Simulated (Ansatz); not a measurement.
# H₆NOSbSi: a ladder of functionals and wavefunction methods

Aim: compute H₆NOSbSi with functionals from several rungs and with coupled cluster, and see how far each lands from CCSD(T) at the basis-set limit for the atomisation energy.

The runs use Ansatz 0.2.0, Gaussian basis; functionals in def2-TZVPP, the program's frozen cores in correlated methods.

Plan: PBE-D4, r2SCAN-D4, PBE0-D4, B3LYP-D4, ωB97X-V, ωB97M-V, B2PLYP; CCSD(T)/def2-TZVPP; MP2/def2-QZVPP; extrapolation to the limit.

## 1. Structure used throughout

The geometry comes from an earlier relaxation with PBE0-D4 in a triple-zeta def2 set; it is a stationary point, not always the lowest conformer. Sb takes the def2 core potential; no spin-orbit term is included.

SMILES `[OH][SbH][NH][SiH3]`, 10 atoms, charge 0, spin multiplicity 1.

Atoms are counted from 1 here; the program's logs count them from 0.

Bond lengths: O1–Sb2 1.973 Å, O1–H5 0.960 Å, Sb2–N3 2.015 Å, Sb2–H6 1.709 Å, N3–Si4 1.728 Å, N3–H7 1.010 Å, Si4–H8 1.484 Å, Si4–H9 1.490 Å, Si4–H10 1.490 Å. Angles: Sb2–O1–H5 111.5°, O1–Sb2–N3 99.7°, O1–Sb2–H6 89.2°, N3–Sb2–H6 92.7°, Sb2–N3–Si4 127.3°, Sb2–N3–H7 112.9°, Si4–N3–H7 117.0°, N3–Si4–H8 107.3°, N3–Si4–H9 109.6°, N3–Si4–H10 114.2°, H8–Si4–H9 110.1°, H8–Si4–H10 108.6°, H9–Si4–H10 107.1°.

## 2. PBE-D4 (GGA)

in.yaml reads:

```yaml
crystal:
  periodic: [false, false, false]
  atoms:
    - {symbol: O, position_ang: [-1.819499, 0.537601, 1.378106]}
    - {symbol: Sb, position_ang: [-0.817890, 1.725916, 0.162110]}
    - {symbol: N, position_ang: [0.827087, 0.601320, -0.134536]}
    - {symbol: Si, position_ang: [0.887669, -1.063589, -0.591930]}
    - {symbol: H, position_ang: [-1.719449, 0.806535, 2.294684]}
    - {symbol: H, position_ang: [-1.637272, 1.022291, -1.162924]}
    - {symbol: H, position_ang: [1.651221, 0.985792, 0.305279]}
    - {symbol: H, position_ang: [-0.286145, -1.324093, -1.462054]}
    - {symbol: H, position_ang: [2.147942, -1.329640, -1.340780]}
    - {symbol: H, position_ang: [0.849635, -2.013233, 0.555146]}
basis:
  gaussian: {orbitals: def2-TZVPP}
hamiltonian: {xc: pbe, dispersion: d4}
output: {forces: true, orbitals: {seedname: orbitals}}
```

The run is started by

```console
> ansatz run in.yaml --threads 4 --pin off --events-out ev --progress --plain --max-ram 10444MiB
```

The runs that follow: r2SCAN-D4 (meta-GGA); PBE0-D4 (hybrid); B3LYP-D4 (hybrid); ωB97X-V (range-separated); ωB97M-V (range-separated); B2PLYP (double hybrid); CCSD(T) in def2-TZVPP; MP2 in def2-QZVPP.

Q: Predict the results of all the runs planned. Wanted: atomisation energy, CCSD(T)/CBS; farthest; mean size of error, hybrid; mean size of error, range-separated; gap, smallest and largest; T1 diagnostic; triples share of the correlation energy.

As calculated:

| quantity | value |
| --- | --- |
| atomisation energy, CCSD(T)/CBS | 727.4 kcal/mol |
| functionals within 7.3 kcal/mol (1.0 %) | PBE-D4, B3LYP-D4, ωB97X-V, ωB97M-V |
| farthest | PBE0-D4 (-17.0 kcal/mol) |
| mean size of error, hybrid | 9.1 kcal/mol |
| mean size of error, range-separated | 3.7 kcal/mol |
| gap, smallest and largest | 4.57 eV (PBE-D4), 10.71 eV (ωB97X-V) |
| T1 diagnostic | 0.0141 |
| triples share of the correlation energy | 3.4 % |

What this shows: PBE-D4 misses by +1.8 kcal/mol. Double hybrids carry the basis error of their MP2 part in triple zeta, and no dispersion term here, so their miss is partly the set-up's. The reference freezes the cores and leaves out spin-orbit coupling and excitations past (T), and its outer-core shells are covered unevenly, so misses under about 7.3 kcal/mol can't be ranked. All levels share the lack of spin-orbit coupling, which lowers the free heavy atoms and so the true binding. Hartree-Fock recovers 65 % of the binding; the rest is correlation. Orbital gaps span 4.6 to 10.7 eV; exact exchange widens them. Correlated methods include outer-core shells of Sb, which these sets cover unevenly.
